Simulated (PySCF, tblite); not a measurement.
**C₄H₈FGe₂N: geometry, infrared bands and NMR shifts**

What infrared bands and NMR shifts should C₄H₈FGe₂N (`N#[C][GeH2][GeH2][CH2]/C=C\F`) show?

The runs use tblite 0.8.0 and PySCF 2.14.0, with density-fitted response routines of our own; the level of theory stands in each step. All values are computed, except where a source is named. Atoms count from 0, in the outputs and in this text.

## 1. The molecule as given

16 atoms, charge 0, multiplicity 1; geometry from: force field or distance geometry start.

Bonds of the start (Å): N0–C1 1.17, C1–Ge2 1.91, Ge2–Ge3 2.40, Ge3–C4 1.93, C4–C5 1.49, C5–C6 1.34, C6–F7 1.38, Ge2–H8 1.54, Ge2–H9 1.56, Ge3–H10 1.56, Ge3–H11 1.54, C4–H12 1.10, C4–H13 1.14, C5–H14 1.08, C6–H15 1.11.

## 2. Relaxing the molecule with GFN2-xTB

The job: settings as JSON, then the geometry in Å.

```
{"job": {"kind": "relax", "xc": "GFN2-xTB", "basis": "xTB"}, "charge": 0, "multiplicity": 1}
N     -2.281700     2.556400     2.095600
C     -2.220400     1.523100     1.553100
Ge    -2.066700    -0.186300     0.725000
Ge    -0.822700    -0.052400    -1.319100
C      1.056700     0.263700    -1.046100
C      1.735600    -0.802800    -0.263600
C      2.342300    -0.482700     0.884000
F      2.356600     0.807800     1.370400
H     -1.473200    -1.165200     1.760000
H     -3.513600    -0.621400     0.327700
H     -1.041100    -1.367400    -2.134900
H     -1.408000     1.123600    -2.119000
H      1.182300     1.277800    -0.645100
H      1.550600     0.253900    -2.073900
H      1.756300    -1.834000    -0.600300
H      2.839400    -1.285100     1.474600
```

Run with:

```console
OMP_NUM_THREADS=1 python probes_run.py task.json out
```

This one command runs all jobs of the session in turn.

**Question.** This job is followed by: GFN2-xTB harmonic vibrations, gas phase; GIAO PBE0/pcSseg-1 NMR shielding, non-relativistic, gas phase. Predict these results of the whole session: strongest single infrared mode (GFN2-xTB); zero-point energy (GFN2-xTB); 13C shifts against TMS (PBE0/pcSseg-1); 1H shifts against TMS (PBE0/pcSseg-1, means over atoms taken as alike); 15N shifts against NH3 (PBE0/pcSseg-1); 73Ge shifts against GeMe4 (PBE0/pcSseg-1); 19F shifts against CFCl3 (PBE0/pcSseg-1); surface potential, 1st and 99th percentile.

The runs gave:

```
                                                              quantity                             value
                             strongest single infrared mode (GFN2-xTB)             1983 cm⁻¹, 695 km/mol
                                          zero-point energy (GFN2-xTB)                     61.5 kcal/mol
                                13C shifts against TMS (PBE0/pcSseg-1)     161.2, 123.7, 115.6, 12.3 ppm
1H shifts against TMS (PBE0/pcSseg-1, means over atoms taken as alike)  6.92, 5.39, 4.21, 4.20, 1.96 ppm
                                15N shifts against NH3 (PBE0/pcSseg-1)                         365.1 ppm
                             73Ge shifts against GeMe4 (PBE0/pcSseg-1)                    -224, -290 ppm
                              19F shifts against CFCl3 (PBE0/pcSseg-1)                        -132.2 ppm
                                 surface potential, 1st and 99th percentile                -1.81 V and 1.47 V
```

In words: The optimisation took 249 steps and gained 0.645 eV; among the close pairs (by a distance rule), Ge3–C4 changed most, from 1.925 to 1.994 Å. All 42 modes are real, so the xTB geometry is a minimum. The strongest single mode, at 1983 cm⁻¹, moves mainly H8. GFN2-xTB is a fitted tight-binding method: band positions and strengths are rough. Its intensities can rank the bands wrongly. At PBE0/pcSseg-1: The widest tensor belongs to N0: span 606 ppm, with a paramagnetic part of -436 ppm. By nearest atom (PBE0/pcSseg-1), the HOMO sits on C5, C6 about 31 % each; F7 11 % and the LUMO on Ge2 18 %; C1 17 %. Spin-orbit coupling is left out, which matters for shieldings and couplings at and beside the heavy atoms.
